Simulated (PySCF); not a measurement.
# GaH3 (SMILES [GaH3]): levels of theory compared

Aim: a comparison of 6 runs (HF/3-21G, B2PLYP/def2-TZVPPD, B3LYP/def2-TZVPPD, BHLYP/def2-TZVPPD, M06-L/def2-TZVPPD, wB97M-V/def2-TZVPPD) of GaH3. 

The results are computed with PySCF 2.14.0.

3 further runs of the same task are left out: 3 set aside as unsound or not needed.

### 1 The structure to begin with

GaH3: 4 atoms, total charge 0, spin state singlet. SMILES: `[GaH3]`. Geometry: relaxed at PBE0-D4/def2-TZVP.

Bond lengths: Ga1–H2 1.568 Å, Ga1–H3 1.568 Å, Ga1–H4 1.568 Å. Angles: H2–Ga1–H3 120.0°, H2–Ga1–H4 120.0°, H3–Ga1–H4 120.0°.

### 2 The energy at HF/3-21G (run 1)

Contents of input.py:

```python
from pyscf import gto, scf

system = gto.Mole()
system.atom = [
    ('Ga', (0.013400, -0.014900, -0.004600)),
    ('H', (1.252400, 0.343800, 0.887700)),
    ('H', (-0.552100, -1.477800, -0.009700)),
    ('H', (-0.658400, 1.088700, -0.893700)),
]
system.basis = '3-21g'
system.verbose = 3
system.max_memory = 1860
system.build()

mf = scf.RHF(system)
mf.conv_tol = 1e-10
mf.kernel()
if not mf.converged:
    mf = mf.newton().run(mf.mo_coeff, mf.mo_occ)

e_final = mf.e_tot
print('Final energy', e_final)
```

The run is started by

```sh
$ OMP_NUM_THREADS=1 python input.py
```

Log:

```text
converged SCF energy = -1915.52383956839
Final energy -1915.523839568392
```

It took 0.73 s on 1 thread of Intel Xeon at 2.70GHz, shared host; peak memory 0.1 GiB.

### 3 The energy at B2PLYP/def2-TZVPPD (run 2)

Contents of input.py:

```python
# [GaH3]
from pyscf import gto, dft, mp

mol = gto.Mole()
mol.atom = '''
Ga     0.013400    -0.014900    -0.004600
H      1.252400     0.343800     0.887700
H     -0.552100    -1.477800    -0.009700
H     -0.658400     1.088700    -0.893700
'''
mol.max_memory = 1860
mol.charge = 0
mol.basis = 'def2-tzvppd'
mol.spin = 0
mol.verbose = 3
mol.build()

myscf = dft.RKS(mol)
myscf.xc = '0.53*HF + 0.47*B88, 0.73*LYP'
myscf.conv_tol = 1e-10
myscf.grids.level = 5
myscf.kernel()
if not myscf.converged:
    myscf = myscf.newton().run(myscf.mo_coeff, myscf.mo_occ)

pt = mp.MP2(myscf, frozen=9).run()
e_tot = myscf.e_tot + 0.27 * pt.e_corr
print('PT2 part  %.8f' % (0.27 * pt.e_corr))
print('E = %.10f Eh' % e_tot)
```

The run is started by

```sh
$ OMP_NUM_THREADS=1 python input.py
```

Log:

```text
converged SCF energy = -1926.16870231131
E(RMP2) = -1926.47212836858  E_corr = -0.303426057263118
E(SCS-RMP2) = -1926.46457715014  E_corr = -0.295874838828427
PT2 part  -0.08192504
E = -1926.2506273468 Eh
```

Wall time 9.9 s (1 thread of Intel Xeon at 2.70GHz, shared host); peak memory 0.52 GiB.

Runs 3 to 5 aren't shown in full; the table further down has their settings and results.

### 4 A single-point energy at wB97M-V/def2-TZVPPD (run 6)

Contents of job.py:

```python
from pyscf import gto, dft

mol = gto.M(
    atom=[
    ('Ga', (0.013400, -0.014900, -0.004600)),
    ('H', (1.252400, 0.343800, 0.887700)),
    ('H', (-0.552100, -1.477800, -0.009700)),
    ('H', (-0.658400, 1.088700, -0.893700)),
],
    verbose=4,
    basis='def2-tzvppd',
    max_memory=1860,
)

myscf = dft.RKS(mol, xc='wb97m-v')
myscf.grids.level = 5
myscf.nlcgrids.level = 1
myscf.conv_tol = 1e-10
myscf.kernel()
if not myscf.converged:
    myscf = myscf.newton().run(myscf.mo_coeff, myscf.mo_occ)

e_final = myscf.e_tot
print('E(%s) = %.9f' % ('WB97M-V', e_final))
```

The run is started by

```sh
$ OMP_NUM_THREADS=1 python job.py
```

Log:

```text
PySCF version 2.14.0

[INPUT] num. atoms = 4
[INPUT] num. electrons = 34
[INPUT] charge = 0
[INPUT] spin (= nelec alpha-beta = 2S) = 0
[INPUT] symmetry False subgroup None
[INPUT] Mole.unit = angstrom
[INPUT] Symbol           X                Y                Z      unit          X                Y                Z       unit  Magmom
[INPUT]  1 Ga     0.013400000000  -0.014900000000  -0.004600000000 AA    0.025322330069  -0.028156919256  -0.008692740173 Bohr   0.0
[INPUT]  2 H      1.252400000000   0.343800000000   0.887700000000 AA    2.366692998405   0.649687841625   1.677509880776 Bohr   0.0
[INPUT]  3 H     -0.552100000000  -1.477800000000  -0.009700000000 AA   -1.043317793372  -2.792637266882  -0.018330343408 Bohr   0.0
[INPUT]  4 H     -0.658400000000   1.088700000000  -0.893700000000 AA   -1.244195680414   2.057344831814  -1.688848237524 Bohr   0.0

nuclear repulsion = 31.9625584262976
number of shells = 39
number of NR pGTOs = 163
number of NR cGTOs = 105
basis = def2-tzvppd
ecp = {}

******** <class 'pyscf.dft.rks.RKS'> ********
method = RKS
initial guess = minao
damping factor = 0
level_shift factor = 0
DIIS = <class 'pyscf.scf.diis.CDIIS'>
diis_start_cycle = 1
diis_space = 8
diis_damp = 0
SCF conv_tol = 1e-10
SCF conv_tol_grad = None
SCF max_cycles = 50
direct_scf = True
direct_scf_tol = 1e-13
XC library pyscf.dft.libxc version 7.0.0
    S. Lehtola, C. Steigemann, M. J.T. Oliveira, and M. A.L. Marques.,  SoftwareX 7, 1–5 (2018)
XC functionals = wb97m-v
radial grids:
    Treutler-Ahlrichs [JCP 102, 346 (1995); DOI:10.1063/1.469408] (M4) radial grids

becke partition: Becke, JCP 88, 2547 (1988); DOI:10.1063/1.454033
pruning grids: <function nwchem_prune>
grids dens level: 5
symmetrized grids: False
atomic radii adjust function: <function treutler_atomic_radii_adjust>
** Following is NLC and NLC Grids **
NLC functional = wb97m-v
radial grids:
    Treutler-Ahlrichs [JCP 102, 346 (1995); DOI:10.1063/1.469408] (M4) radial grids

becke partition: Becke, JCP 88, 2547 (1988); DOI:10.1063/1.454033
pruning grids: <function nwchem_prune>
grids dens level: 1
symmetrized grids: False
atomic radii adjust function: <function treutler_atomic_radii_adjust>
small_rho_cutoff = 0
Set gradient conv threshold to 1e-05
Initial guess from minao.
tot grids = 115896
tot grids = 14832
init E= -1925.76792375616
  HOMO = -0.324005549465891  LUMO = -0.0361915834104263  gap/eV = 7.83182
cycle= 1 E= -1926.4683128882  delta_E= -0.7  |g|= 0.62  |ddm|= 1.32
  HOMO = -0.409856764332012  LUMO = -0.0222146705504462  gap/eV = 10.54828
cycle= 2 E= -1926.4663654981  delta_E= 0.00195  |g|= 0.71  |ddm|= 0.663
  HOMO = -0.398566573970993  LUMO = -0.00790583589704763  gap/eV = 10.63042
cycle= 3 E= -1926.50192476154  delta_E= -0.0356  |g|= 0.0139  |ddm|= 0.328
  HOMO = -0.397073748351451  LUMO = -0.00349662592781641  gap/eV = 10.70978
cycle= 4 E= -1926.50205325327  delta_E= -0.000128  |g|= 0.00668  |ddm|= 0.0402
  HOMO = -0.397616658056558  LUMO = -0.00411676214021472  gap/eV = 10.70768
cycle= 5 E= -1926.50206449441  delta_E= -1.12e-05  |g|= 0.00085  |ddm|= 0.0102
  HOMO = -0.397579091632312  LUMO = -0.00411557201203472  gap/eV = 10.70669
cycle= 6 E= -1926.50206471756  delta_E= -2.23e-07  |g|= 7.39e-05  |ddm|= 0.00131
  HOMO = -0.397587226281715  LUMO = -0.00411832773990106  gap/eV = 10.70683
cycle= 7 E= -1926.50206472376  delta_E= -6.19e-09  |g|= 1.12e-05  |ddm|= 0.000231
  HOMO = -0.39758654635227  LUMO = -0.0041170761210152  gap/eV = 10.70685
cycle= 8 E= -1926.5020647239  delta_E= -1.44e-10  |g|= 1.21e-06  |ddm|= 6.66e-05
  HOMO = -0.397586493874624  LUMO = -0.00411692197089319  gap/eV = 10.70685
cycle= 9 E= -1926.50206472389  delta_E= 5.46e-12  |g|= 9.44e-08  |ddm|= 4.67e-06
  HOMO = -0.397586464001828  LUMO = -0.0041168990989231  gap/eV = 10.70685
Extra cycle  E= -1926.50206472387  delta_E= 2.46e-11  |g|= 4.63e-08  |ddm|= 1.83e-07
converged SCF energy = -1926.50206472387
E(WB97M-V) = -1926.502064724
```

Run time: 36 s. Hardware: 1 thread of Intel Xeon at 2.70GHz, shared host; peak memory 0.56 GiB.

### 5 The series

```tsv
run	level	frozen core orbitals	integration grid	energy (Eh)	dipole moment (D)	HOMO energy (eV)	LUMO energy (eV)	wall time
1	HF/3-21G	–	–	-1915.523840	0.00	-11.51	0.84	0.73 s
2	B2PLYP/def2-TZVPPD	9	5	-1926.250627	0.00	-9.73	-0.82	9.9 s
3	B3LYP/def2-TZVPPD	–	5	-1926.678891	0.00	-8.41	-2.13	9 s
4	BHLYP/def2-TZVPPD	–	5	-1926.593544	0.00	-9.77	-1.09	9.9 s
5	M06-L/def2-TZVPPD	–	5	-1926.571376	0.00	-7.55	-2.06	15 s
6	wB97M-V/def2-TZVPPD	–	5	-1926.502065	0.00	-10.82	-0.11	36 s
```

### 6 Results

| quantity | value |
| --- | --- |
| run 6: total energy | -1926.50206 Eh |
| run 6: dipole moment | 0.00 D |
| run 6: HOMO energy | -10.82 eV |
| run 6: LUMO energy | -0.11 eV |
| run 6: HOMO–LUMO gap | 10.71 eV |

**Reading.** The HOMO–LUMO gap runs from 5.49 eV (M06-L/def2-TZVPPD) to 12.35 eV (HF/3-21G). The two ends differ in method and basis. Totals of different functionals can't be ranked against each other. All runs together took 80 s, the longest 36 s.
